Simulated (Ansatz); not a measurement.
An input for Ansatz 0.2.0 (HfIn4SiO6):

Contents of input.yaml:

```yaml
crystal:
  lattice:
    - [2.71585, -4.70357, 0.00833]
    - [2.71585, 4.70357, 0.00833]
    - [-1.87915, 0.0, 7.40127]
  atoms:
    - { symbol: Hf, position: [0.78835, 0.21165, 0.0] }
    - { symbol: In, position: [0.62175, 0.37825, 0.5] }
    - { symbol: In, position: [0.45502, 0.54498, 0.0] }
    - { symbol: In, position: [0.28407, 0.71593, 0.5] }
    - { symbol: In, position: [0.95814, 0.04186, 0.5] }
    - { symbol: Si, position: [0.12168, 0.87832, 0.0] }
    - { symbol: O, position: [0.06219, 0.11415, 0.86666] }
    - { symbol: O, position: [0.88585, 0.93781, 0.13334] }
    - { symbol: O, position: [0.7949, 0.53784, 0.86663] }
    - { symbol: O, position: [0.46216, 0.2051, 0.13337] }
    - { symbol: O, position: [0.15352, 0.62879, 0.13333] }
    - { symbol: O, position: [0.37121, 0.84648, 0.86667] }
hamiltonian:
  xc:
    exchange: r2scan
    correlation: r2scan
    exx: { coeff: inverse_dielectric }
  pseudopotentials: { kind: paw }
kpoints:
  mp_grid: { grid: [3, 3, 2] }
scf:
  occupations: { method: fermi_dirac, width: 0.05 }
output:
  forces: true
  stress: true
  eigenvalues: true
```

Potentials or basis: Ansatz PAW.

Launch:

```bash
$ ansatz run input.yaml --threads 8 --pin off --max-ram 20480MiB --backend cpu --events-out ev --progress --plain --runs-dir out
```

Q: What does the program do with it?

A: The run stopped without a result. It printed:

Output:

```text
Warning: output.stress: scf.convergence.dr2_threshold = 1e-7 eV (the SCF's general default) is looser than the 1.2e-9 eV advised for a printed stress (1e-10 eV for each atom of the cell: 12). What an SCF threshold leaves in a stress goes as its square root, and in the free energy as the threshold itself, and one threshold admits the most on a small cell: of the crystals measured, under no hybrid functional and no lock of the moments, on runs that ended without the residual-converged pass, on stresses that held no estimate of that error, the worst erred by over 100 MPa in a component at 1e-7 eV an atom and by under 5 at 1e-10. Set scf.convergence.dr2_threshold to 1.2e-9 eV or tighter. The threshold is an SCF's pass mark: one that does not reach it within its budget of iterations ends unconverged, or closes short of it on a stop that the run arms, and scf.convergence.dr2_threshold's page says what that costs each kind of run
Warning: output.stress: scf.exx.energy_threshold = 1e-6 eV is looser than the 1.2e-7 eV advised for a stress under a hybrid functional (1e-8 eV for each atom of the cell: 12). Every SCF of the exchange loop can meet its threshold on dr2 while the loop round them stops early: no threshold on dr2 bounds what that leaves in the stress. Set scf.exx.energy_threshold to 1.2e-7 eV or tighter. The threshold is the loop's pass mark: a loop that does not reach it within its budget of cycles ends unconverged, and scf.exx.energy_threshold's page has the law
Error: inconsistent input (hamiltonian.xc.exx): inverse_dielectric: the cell's In atoms are not all equivalent, so it may hold a defect, which takes its host's fraction: type that crystal under crystal.host (beside crystal.checkpoint the word checkpoint takes a saved host) or, if the cell holds no defect, crystal.host: (host) for its own fraction
```
